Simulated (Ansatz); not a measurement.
# CsLiCr2Te2S3 (Cm) in Ansatz: equation of state

Aim: energy against volume of CsLiCr2Te2S3 in PBE, for its equilibrium volume and stiffness.

All numbers are computed with Ansatz 0.2.0; they aren't measurements. Logs are shortened: lines on timing, memory, paths and dates and some standing lists are left out, and cuts for length are marked.

## (1) Starting point

Symmetry: Cm, No. 8, monoclinic system. The conventional cell has a = 6.843 Å, b = 10.361 Å, c = 7.978 Å, α = 90.00°, β = 111.21°, γ = 90.00°. Cs (site symmetry m) is surrounded by 5 S at 3.58 to 3.92 Å and 1 Li at 4.01 Å. Around Li (site symmetry m) lie 3 S at 2.42 to 2.56 Å. Around Cr (site symmetry 1) lie 3 S at 2.20 to 2.25 Å and 1 Te at 2.51 Å. Te (site symmetry 1) has 1 Cr at 2.51 Å as nearest neighbours. Around S (site symmetry 1) lie 2 Cr at 2.24 to 2.25 Å and 1 Li at 2.56 Å. Around S (site symmetry m) lie 2 Cr at 2.20 Å and 1 Li at 2.42 Å.

The cell was built by a generator and needn't be a form met in nature.

## (2) Equation of state, PBE, collinear spin, ferromagnetic start

Potentials or basis: all-electron LAPW, scalar-relativistic.

This step only gathers the single runs of the series.

What came out:

| Item | Value |
| --- | --- |
| Equilibrium volume | 29.30 Å³/atom |
| Bulk modulus at fixed shape and positions | 38 GPa |
| Pressure derivative of the bulk modulus | 4.6 |

Energy against volume, from the lowest point:
| volume (Å³/atom) | energy (meV/atom) |
| --- | --- |
| 27.540 | 14.19 |
| 28.126 | 6.07 |
| 28.712 | 1.47 |
| 29.298 | 0.00 |
| 29.884 | 1.32 |
| 30.470 | 5.16 |
| 31.056 | 11.24 |

Caveat: the cell was scaled at fixed shape and fractional positions, which overstates the stiffness of a crystal with free parameters, most of all of layers and chains. The run has no spin-orbit coupling, so splittings on Cs, Te are missing.
